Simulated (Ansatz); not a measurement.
# The Bi atom: r²SCAN0 and r²SCANh against r²SCAN

How do the levels and moments change when part of the exchange is made exact, and what does it cost? r²SCAN is run first for comparison.

Program: Ansatz 0.2.0. Level of theory: DFT, plane waves (500 eV) with PBE-made PAW files, scalar-relativistic; functionals as named at each step. These are calculated values, not measurements.

### Step 1. The system in its box

The box measures 14.0 × 14.4 × 14.8 Å; its three sides differ, so that it imposes no cubic symmetry.

Coordinates:

```
Bi
1.0
    14.00000    0.00000    0.00000
     0.00000   14.40000    0.00000
     0.00000    0.00000   14.80000
Bi
1
Direct
  0.50000 0.50000 0.50000
```

### Step 2. r²SCAN

The run with r²SCAN.

input.yaml

```yaml
crystal:
  lattice:
    - [14.0, 0.0, 0.0]
    - [0.0, 14.4, 0.0]
    - [0.0, 0.0, 14.8]
  atoms:
    - { symbol: Bi, position: [0.5, 0.5, 0.5], spin: 3.0 }
  symmetry: { detect: false, time_reversal: true }
hamiltonian:
  xc: r2scan
  pseudopotentials:
    kind: paw
    azcp:
      Bi: "pseudopotentials/Bi.paw.azcp"
basis:
  ecutwfc: 500
  fft_grid_basis: typed
kpoints:
  mp_grid: { grid: [1, 1, 1], shift: [0, 0, 0] }
magnetization:
  spin_polarized: true
scf:
  occupations: { method: fermi_dirac, width: 0.01 }
```

Run with:

```
$ ansatz run input.yaml --threads 4 --pin off --max-ram 10240MiB --backend cpu --events-out ev --progress --plain --runs-dir out
```

### Step 3. r²SCAN0

The run with r²SCAN0.

input.yaml, as its differences from that of step 2:

```diff
@@ -9,3 +9,3 @@
 hamiltonian:
-  xc: r2scan
+  xc: r2scan0
   pseudopotentials:
```

### Step 4. r²SCANh

The run with r²SCANh.

input.yaml, as its differences from that of step 3:

```diff
@@ -9,3 +9,3 @@
 hamiltonian:
-  xc: r2scan0
+  xc: r2scanh
   pseudopotentials:
```

(Steps that only read results are left out.)

Q: Predict the outcome of this session. Wanted: r²SCAN: gap; r²SCAN: magnetic state; r²SCAN0: gap; r²SCAN0: magnetic state; r²SCANh: gap; r²SCANh: magnetic state; r²SCAN0: above the element's usual form.

**Answer**, as computed:

| quantity | value |
| --- | --- |
| r²SCAN: gap | 2.97 eV |
| r²SCAN: magnetic state | total moment 3.00 μB |
| r²SCAN0: gap | 4.58 eV |
| r²SCAN0: magnetic state | total moment 3.00 μB |
| r²SCAN0: SCF cycles, exchange loops | 17, 2 |
| r²SCAN0: CPU time over that of r²SCAN | 0.28 |
| r²SCANh: gap | 3.62 eV |
| r²SCANh: magnetic state | total moment 3.00 μB |
| r²SCANh: SCF cycles, exchange loops | 17, 2 |
| r²SCANh: CPU time over that of r²SCAN | 0.27 |
| r²SCAN0: above the element's usual form (A7 rhombohedral) | 2.08 eV/atom |

**Reading.** Exact exchange widens the gap from 2.97 eV (r²SCAN) to 4.58 eV (r²SCAN0). r²SCAN0 took less CPU time than r²SCAN here, which is no rule: the r²SCAN run spent more cycles, searches or output. r²SCANh gives a gap of 3.62 eV. The exchange operator of r²SCAN0 was renewed in 2 outer loops. The atom lies 2.08 eV above the element's usual form under r²SCAN0 (from a run of its own). The total energies in the logs cannot be compared from one functional to another.
